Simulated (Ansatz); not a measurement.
# C₃H₄BrF, SMILES C=C(Br)CF: a ladder of methods at one geometry

Run with the Python package of Ansatz (0.2.0).

`c3h4brf.xyz`
```text
9

C     0.58090    0.76450   -0.99800
C     0.47240   -0.15180   -0.07510
Br    1.93280   -1.21650    0.29270
C    -0.66830   -0.45170    0.74060
F    -1.78820    0.34200    0.40210
H    -0.33430    1.44310   -1.22860
H     1.46240    1.00490   -1.57540
H    -1.03050   -1.47660    0.57150
H    -0.53870   -0.30420    1.85310
```

`run_methods.py`
```python
# -*- coding: utf-8 -*-
'''C3H4BrF at several levels of theory.'''

from pathlib import Path

import ansatz as az
import numpy as np

geometry = az.Crystal.molecule_from_extxyz('c3h4brf.xyz')

job = geometry.calculation().basis(gaussian='def2-SVP')

print('functional    E (Ha)        dipole (D)   HOMO (eV)  LUMO (eV)')
for name in ['pbe', 'hf', 'r2scan', 'revpbe']:
    data = job.functional(name).forces().orbitals().run(threads=1, pin='off', runs_dir='runs').report
    lines = Path(data['orbitals_path']).read_text().splitlines()
    field_of = lambda key: [line.split('=')[1].strip() for line in lines if line.startswith(key)]
    orbitals = [(27.211386 * float(e), s, float(n)) for e, s, n in zip(field_of('Ene='), field_of('Spin='), field_of('Occup='))]
    homo = max(e for e, _, n in orbitals if n > 0.5)
    lumo = min(e for e, _, n in orbitals if n < 0.5)
    dipole = 4.803205 * np.linalg.norm(data['charge_distribution']['dipole_moment_e_ang'])
    print(f'{name:10s} {data["free_energy_ev"] / 27.211386246:14.6f} {dipole:9.3f} {homo:11.3f} {lumo:10.3f}')
```

Running `python run_methods.py` prints:
```text
functional    E (Ha)        dipole (D)   HOMO (eV)  LUMO (eV)
pbe          -2789.568168     0.487      -6.203     -1.117
hf           -2787.258093     0.659     -10.015      3.734
r2scan       -2790.081158     0.471      -6.515     -0.999
revpbe       -2789.917107     0.471      -6.164     -1.059
```

Total energies depend on the basis set; only differences at equal settings carry meaning. The geometry is a force-field or estimated start, not a minimum of this method, and the basis set is short of its limit. A lower total doesn't mark the better method: functionals have no common bound, and MP2 and coupled cluster aren't variational. Levels such as HOMO and LUMO are orbital energies: with these approximate functionals they aren't the ionisation energy and electron affinity, and their gap isn't the fundamental gap. Hardware and time: 9.2 s on 1 thread of Intel(R) Xeon(R) Processor @ 2.30GHz (shared host), peak memory 0.33 GiB.
